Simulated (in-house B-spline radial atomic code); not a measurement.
# Kr⁹⁺: ionisation energy by several methods

An exercise on one series of results from a longer session: the logs are not shown, and one member is left open.

Method: non-relativistic, several functionals, spin-polarised; spherical all-electron atom at the radial basis limit. Code: in-house B-spline radial atomic code version 1.

### Starting point

| Quantity | Value |
| --- | --- |
| element | krypton (Z = 36) |
| charge | +9 |
| electrons | 27 |
| configuration | [Ar] 3d9 |
| nucleus | point |

The outer shells:

[Ar] 3d9
```
[Ar] core
3d [↑↓][↑↓][↑↓][↑↓][↑ ]
```

Where spins are not typed, each open shell is filled with up spins first.

Set-up of the first run:

The run's settings:

```ini
Z = 36
electrons = 27.0
configuration = [Ar] 3d9
hamiltonian = nr
method = b88,lyp
spin_polarised = True
```

Among the steps run: BLYP, a GGA; PBE, a GGA; AM05, a GGA; TPSS, a meta-GGA; LDA (PW92); PW91, a GGA; exchange-only LDA; LDA (VWN5).

One table of the session follows, with a row left open; its other results are not shown here.

| method | ΔSCF (eV) |
| --- | --- |
| LDA (PW92) | 271.91 |
| exchange-only LDA | 269.41 |
| LDA (VWN5) | ? |
| BLYP | 271.43 |
| PBE | 271.59 |
| AM05 | 271.59 |
| PW91 | 271.80 |
| TPSS | 271.45 |

**Question.** Estimate the row for LDA (VWN5).

As computed: ΔSCF (eV): 271.93. In the column «ΔSCF (eV)» it is the highest.

Limits of these values: Meta-GGA runs start from a PBE run whose iterations are not counted. These runs leave out relativity, which matters at this nuclear charge.
